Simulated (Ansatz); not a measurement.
# H2OW: the cost of one run

Method: def2-TZVPP, core rule «outside noble gas», up to 5 orbitals frozen; program: Ansatz 0.2.0, Gaussian basis.

The runs, in order: UHF; CCSD(T) on ROHF; CCSD(T) on UHF; CCSDT(Q) on ROHF; CCSDT(Q) on UHF.

9 further runs of the same task are left out: 4 for a known fault of the program, 5 set aside as unsound or not needed.

### Step 1. The geometry

The geometry is a PBE0/def2-TZVP stationary point (not a proven minimum) of the parent state, kept for this charge and spin. No spin-orbit coupling is included. Elements past krypton take def2 core potentials.

4 atoms, charge 1, spin multiplicity 4.

Atoms are counted from 1 here; the program's logs count them from 0.

Bond lengths: W1–O2 2.152 Å, O2–H3 0.965 Å, O2–H4 0.965 Å. Angles: W1–O2–H3 124.1°, W1–O2–H4 124.1°, H3–O2–H4 111.8°.

### Step 2. UHF

The input, in.yaml:

```yaml
crystal:
  periodic: [false, false, false]
  atoms:
    - {symbol: W, position_ang: [0.000000, 0.000000, 0.197478]}
    - {symbol: O, position_ang: [0.000000, 0.000000, -1.954627]}
    - {symbol: H, position_ang: [0.000000, 0.799204, -2.495928]}
    - {symbol: H, position_ang: [0.000000, -0.799204, -2.495928]}
basis:
  gaussian: {orbitals: def2-TZVPP}
total_charge: 1
magnetization: {spin_polarized: true, initial_magnetization: 3}
hamiltonian: {xc: hf}
output: {orbitals: {seedname: orbitals}}
```

Launch:

```
$ ansatz run in.yaml --threads 1 --pin off --events-out ev --progress --plain --max-ram 2816MiB --backend cpu
```

**Question.** How long does this run take on 1 thread of AMD EPYC 7R13, shared host, and how much memory does it need?

About 51 s, with a peak of 0.28 GiB.
